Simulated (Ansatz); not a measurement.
This script drives Ansatz 0.2.0, Python API.

`sc3in_defect.py`
```python
"""Point defect (vacancy) in Sc3In."""

import ansatz as az
import numpy as np


def main() -> None:
    cell = (
        az.Lattice.of([4.530409, 0.0, 0.0], [0.0, 4.530409, 0.0], [0.0, 0.0, 4.530409])
        .atom("Sc", [0.5, 0.5, 0.0])
        .atom("Sc", [0.5, 0.0, 0.5])
        .atom("Sc", [0.0, 0.5, 0.5])
        .atom("In", [0.0, 0.0, 0.0])
    )
    host = cell.supercell(2, 2, 1)
    defective = host.vacancy("Sc", at=[0.0, 0.5, 0.5])

    def prepare(structure):
        return (
            structure.calculation()
            .basis(750)
            .functional("r2scan")
            .scf(tolerance=1e-06)
            .kpoints(spacing=0.72)
            .occupations("fermi_dirac", width=300 * az.meV)
            .band_table()  # levels at the mesh points
        )


    perfect = prepare(host).run(threads=1).report
    base = (
        prepare(defective)
        .relax(force_tolerance=0.02, max_steps=40)  # relax until the tolerances are met
    )
    out = base.run(threads=1)
    r = out.report

    n_host, n_defect = len(perfect["lattice"]["sites"]), len(r["lattice"]["sites"])
    print(f"perfect cell: {n_host} atoms, F = {perfect['free_energy_ev']:.4f} eV")
    print(f"defect cell:  {n_defect} atoms, F = {r['free_energy_ev']:.4f} eV")
    # chemical potentials are still to be added to this difference
    print(f"difference {r['free_energy_ev'] - perfect['free_energy_ev']:.4f} eV (no chemical potentials)")

    start = np.array([site.position for site in defective.resolved().sites])
    step = np.array([site.position_frac for site in out.lattice.sites]) - start
    moved = np.linalg.norm((step - np.round(step)) @ out.lattice.cell_ang, axis=1)
    print("relaxation by atom (A):", " ".join(f"{site.symbol}:{d:.3f}" for site, d in zip(out.lattice.sites, moved)))

    for label, run in (("perfect", perfect), ("defect", r)):
        levels, filled = np.array(run["eigenvalues_ev"][0]), np.array(run["occupations"][0])
        top = int(np.argmin(np.abs(levels - run["fermi_energy_ev"])))
        window = slice(max(top - 3, 0), top + 4)
        print(label, "levels near E_F at the first k-point:", ", ".join(f"{e - run['fermi_energy_ev']:.2f} ({f:.2f})" for e, f in zip(levels[window], filled[window])))


if __name__ == "__main__":
    main()
```

It is started by `python sc3in_defect.py`. How long does it take on 1 thread of Arm Neoverse V1 (shared host), and how much memory does it need?

It took about 4.1 min, with a peak of 2.1 GiB, for 2 runs of the engine.

```console
$ python sc3in_defect.py
DeckWarning: scf.convergence.dr2_threshold = 1e-6 eV is looser than this run's default, which is 1e-7 eV or tighter. The error in the forces grows as the threshold's square root, so leave the key out unless less accurate forces are enough
perfect cell: 16 atoms, F = -48141.9175 eV
defect cell:  15 atoms, F = -45999.7559 eV
difference 2142.1616 eV (no chemical potentials)
relaxation by atom (A): Sc:0.178 Sc:0.103 In:0.091 Sc:0.013 Sc:0.103 Sc:0.000 In:0.091 Sc:0.178 Sc:0.103 Sc:0.000 In:0.045 Sc:0.013 Sc:0.103 Sc:0.000 In:0.045
perfect levels near E_F at the first k-point: -0.21 (1.33), -0.21 (1.33), -0.21 (1.33), 0.15 (0.75), 0.16 (0.74), 0.16 (0.74), 0.26 (0.59)
defect levels near E_F at the first k-point: -0.56 (1.73), -0.32 (1.49), -0.09 (1.16), -0.01 (1.02), 0.08 (0.86), 0.14 (0.78), 0.25 (0.60)
```
(Warnings from the package without file and line.)

Caveats:
- These settings explore the input space; cutoff and mesh may be short of convergence.
- The computed bands are complete only to about 2.7 eV above the Fermi level.
- For a metal this mesh is far too coarse, so the numbers only illustrate the procedure.
- The smearing is wide enough that free energy and stress hold a thermal part of the electrons.
- The difference holds no chemical potentials.
- Errors of mesh and smearing per atom add up over the supercell, so the energy can be off by tenths of an eV.
- Each cell's levels count from its own Fermi level and aren't aligned; one k-point can hide that the defect cell is metallic.
- This cell is a computed structure, which may not be the phase found in nature.
- Gaps and levels are Kohn-Sham values on a finite set of k-points, without spin-orbit coupling.
- The supercell is small, so the defect meets its images and the energies aren't those of an isolated defect; a partly filled defect level may also lower its energy by spin or distortion. For a charged cell the difference holds no correction, alignment or term for the electrons' reservoir.

(A comment or docstring line of the script was reworded after the run, the code is as it ran.)
